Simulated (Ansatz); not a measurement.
What does this script print? It uses the Python package of Ansatz (0.2.0).

`run_opt.py`
```python
import ansatz
from ase import Atoms
import numpy as np


def main() -> None:
    atoms = Atoms(["B", "C", "C", "B", "O", "H", "H", "H", "H", "H", "H"], positions=[
        (-1.509, -0.2309, 0.0143),
        (-0.0183, -0.1915, 0.3056),
        (0.3976, -0.5248, 1.5099),
        (1.0789, 0.2186, -0.83),
        (0.5393, 0.5662, -2.1799),
        (-1.9607, 0.1272, -1.0691),
        (-2.3077, -0.4789, 0.8469),
        (1.5313, -0.5166, 1.7456),
        (-0.2541, -0.7857, 2.3601),
        (2.1683, 0.2042, -0.5807),
        (0.3997, 1.5552, -2.1022),
    ])
    mol = ansatz.Crystal.molecule_from_ase(atoms)

    job = (
        mol.calculation()
        .basis(gaussian="6-31G*")
        .functional("b3lyp")
    )
    symbols = [site.symbol for site in mol.cartesian_sites]
    start = np.array([site.position_ang for site in mol.cartesian_sites], dtype=float)
    def progress(event):
        if event["event"] == "relax_step":
            row = event["data"]
            print(f"step {row['step']:3d}  E = {row['lagrangian_ev']:.6f} eV  largest force component {row['allowed_force_max_ev_ang']:.4f} eV/A")


    summary = job.relax(force_tolerance=0.02, max_steps=100).session().plan().execute(on_event=progress).report
    end = np.array(summary["positions_ang"])

    for key in ("converged", "free_energy_ev", "reference_energy_ev", "n_frozen", "n_occupied", "n_virtual"):
        print(f"{key:22s} {summary[key]}")

    print("final positions (A) and the move of each atom")
    for symbol, xyz, old in zip(symbols, end, start):
        print(f"{symbol:2s} {xyz[0]:10.5f} {xyz[1]:10.5f} {xyz[2]:10.5f}   {np.linalg.norm(xyz - old):7.4f}")

    charges = summary["charge_distribution"]
    dipole = np.array(charges["dipole_moment_e_ang"]) * 4.803205
    print("dipole (D): {:.3f} {:.3f} {:.3f}, length {:.3f}".format(*dipole, np.linalg.norm(dipole)))
    print("atom  Mulliken   Lowdin")
    for symbol, m, l in zip(symbols, charges["mulliken_charges_e"], charges["lowdin_charges_e"]):
        print(f"{symbol:4s} {m:9.3f} {l:8.3f}")


if __name__ == "__main__":
    main()
```

```console
$ python run_opt.py
step   1  E = -5570.475074 eV  largest force component 4.7067 eV/A
step   2  E = -5570.867315 eV  largest force component 1.9452 eV/A
step   3  E = -5571.054898 eV  largest force component 0.8074 eV/A
step   4  E = -5571.233189 eV  largest force component 0.8781 eV/A
step   5  E = -5571.427054 eV  largest force component 1.7950 eV/A
step   6  E = -5571.634153 eV  largest force component 1.6809 eV/A
step   7  E = -5571.716405 eV  largest force component 0.9820 eV/A
step   8  E = -5571.681232 eV  largest force component 0.6722 eV/A
step   9  E = -5571.768143 eV  largest force component 0.3052 eV/A
step  10  E = -5571.774181 eV  largest force component 0.3848 eV/A
step  11  E = -5571.775045 eV  largest force component 0.2212 eV/A
step  12  E = -5571.780063 eV  largest force component 0.0261 eV/A
step  13  E = -5571.780304 eV  largest force component 0.0022 eV/A
converged              True
free_energy_ev         -5571.780526716611
reference_energy_ev    -5571.780526716611
n_frozen               0
n_occupied             [18, 18]
n_virtual              [69, 69]
final positions (A) and the move of each atom
B    -1.49130   -0.06150   -0.01434    0.1727
C     0.02716   -0.11068    0.26253    0.1022
C     0.43637   -0.56192    1.47483    0.0641
B     1.12182    0.33427   -0.77286    0.1360
O     0.81225    0.81987   -2.00141    0.4132
H    -1.92894    0.33551   -1.06365    0.2108
H    -2.28131   -0.41908    0.81121    0.0745
H     1.49184   -0.62441    1.74570    0.1148
H    -0.26642   -0.88462    2.24358    0.1533
H     2.29249    0.26415   -0.51944    0.1509
H    -0.14867    0.85140   -2.14566    0.8933
dipole (D): -0.837 -0.503 1.265, length 1.598
atom  Mulliken   Lowdin
B        0.002   -0.074
C        0.040   -0.129
C       -0.324   -0.061
B        0.219   -0.263
O       -0.527   -0.051
H       -0.056    0.001
H       -0.027    0.015
H        0.163    0.127
H        0.161    0.127
H       -0.059    0.005
H        0.410    0.304
```

Total energies depend on the basis set; only differences at equal settings carry meaning. The end point is the stationary point reached from this start; no frequency run checks that it is a minimum, and the basis set is modest. The Löwdin charges here are taken after orthogonalising the functions within each atom; they differ from plain Löwdin charges, and their signs can be unphysical. b3lyp holds the VWN-RPA fit, as in Gaussian; the form of ORCA and Turbomole is b3lyp5. Hardware and time: 44 s on 1 thread of Arm Neoverse V2 (shared host), peak memory 0.24 GiB.

(Lines on the test bed's own set-up are left out of the output.)
